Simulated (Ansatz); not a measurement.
# BGeH6 (doublet): from Hartree-Fock to the top rungs at distance Ge1–H5 along a hydrogen transfer = 1.769 Å, cc-pVDZ

The task here is to estimate one member of a computed series from the others.

The runs use Ansatz 0.2.0, Gaussian basis; cc-pVDZ, core rule «outside noble gas», up to 15 orbitals frozen.

Plan: UHF; CCSD(T) on ROHF; CCSD(T) on UHF; BCCD(T) on ROHF; CISD; CCSDT(Q) on ROHF; CCSDT(Q) on UHF; CASSCF and MRCISD+Q, 3 electrons in 3 orbitals; CASSCF and NEVPT2, 3 electrons in 3 orbitals; CASSCF and MRCISD+Q, 9 electrons in 9 orbitals; CASSCF and NEVPT2, 9 electrons in 9 orbitals.

## The geometry

The geometry derives from fragments relaxed apart (PBE0/def2-TZVP) and kept rigid, so it is no stationary point. A hydrogen atom is moved between rigid fragments. No spin-orbit coupling is included. The filled d shell of Ge may be among the frozen orbitals whatever the setting's name suggests; the logs give the count.

8 atoms, charge 0, spin multiplicity 2.

Atoms are counted from 1 here; the program's logs count them from 0.

Bond lengths: Ge1–H2 1.534 Å, Ge1–H3 1.534 Å, Ge1–H4 1.534 Å, Ge1–H5 1.769 Å, H5–B6 1.264 Å, B6–H7 1.191 Å, B6–H8 1.191 Å. Angles: H2–Ge1–H3 109.5°, H2–Ge1–H4 109.5°, H2–Ge1–H5 109.5°, H3–Ge1–H4 109.5°, H3–Ge1–H5 109.5°, H4–Ge1–H5 109.5°, Ge1–H5–B6 180.0°, H5–B6–H7 115.3°, H5–B6–H8 115.3°, H7–B6–H8 129.4°.

Set-up of the first run:

in.yaml reads:

```yaml
crystal:
  periodic: [false, false, false]
  atoms:
    - {symbol: Ge, position_ang: [-0.448796, 0.000000, 0.000000]}
    - {symbol: H, position_ang: [-0.960246, 1.446599, 0.000001]}
    - {symbol: H, position_ang: [-0.960246, -0.723300, 1.252791]}
    - {symbol: H, position_ang: [-0.960246, -0.723299, -1.252792]}
    - {symbol: H, position_ang: [1.320204, 0.000000, 0.000000]}
    - {symbol: B, position_ang: [2.584204, 0.000000, 0.000000]}
    - {symbol: H, position_ang: [3.093277, 0.000000, 1.077008]}
    - {symbol: H, position_ang: [3.093277, 0.000000, -1.077009]}
basis:
  gaussian: {orbitals: cc-pVDZ}
magnetization: {spin_polarized: true, initial_magnetization: 1}
hamiltonian: {xc: hf}
output: {orbitals: {seedname: orbitals}}
```

Run with:

```sh
> ansatz run in.yaml --threads 1 --pin off --events-out ev --progress --plain --max-ram 2816MiB --backend cpu
```

Among the steps run: UHF; CCSD(T) on ROHF; CCSD(T) on UHF; BCCD(T) on ROHF; CISD; CCSDT(Q) on ROHF; CCSDT(Q) on UHF; CASSCF and MRCISD+Q, 3 electrons in 3 orbitals; CASSCF and NEVPT2, 3 electrons in 3 orbitals; CASSCF and MRCISD+Q, 9 electrons in 9 orbitals; CASSCF and NEVPT2, 9 electrons in 9 orbitals.

One table of the session follows, with a row left open; its other results are not shown here.

| method | from UCCSDT(Q) (meV) |
| --- | --- |
| ROHF | +6912.6 |
| UHF | +6800.3 |
| RMP2 | +1494.3 |
| UMP2 | +1506.6 |
| CISD | +754.4 |
| RCCSD | +167.9 |
| UCCSD | +163.4 |
| RCCSD(T) | +35.8 |
| UCCSD(T) | +33.4 |
| BCCD(T) | +35.8 |
| RCCSDT | +7.0 |
| UCCSDT | +3.9 |
| RCCSDT(Q) | ? |
| UCCSDT(Q) | 0 |
| CASSCF frontier | +5246.3 |
| NEVPT2 frontier | +1370.5 |
| MRCISD frontier | +451.4 |
| MRCISD+Q frontier | +34.7 |

Q: Estimate the row for RCCSDT(Q) from the others.

The run gave: from UCCSDT(Q) (meV): +3.1. In the column «from UCCSDT(Q) (meV)» it lies between UCCSDT(Q) (0) and UCCSDT (+3.9).

To keep in mind: Left out of the table: CASSCF pair, NEVPT2 pair, MRCISD pair, MRCISD+Q pair (the active space lost an orbital or holds another state than full CI finds). Restricted and unrestricted rows rest on different reference determinants; where their highest levels disagree by more than a few hundredths of an eV, they describe different states and don't form one ladder. Warnings in the runs' records: passed over end.
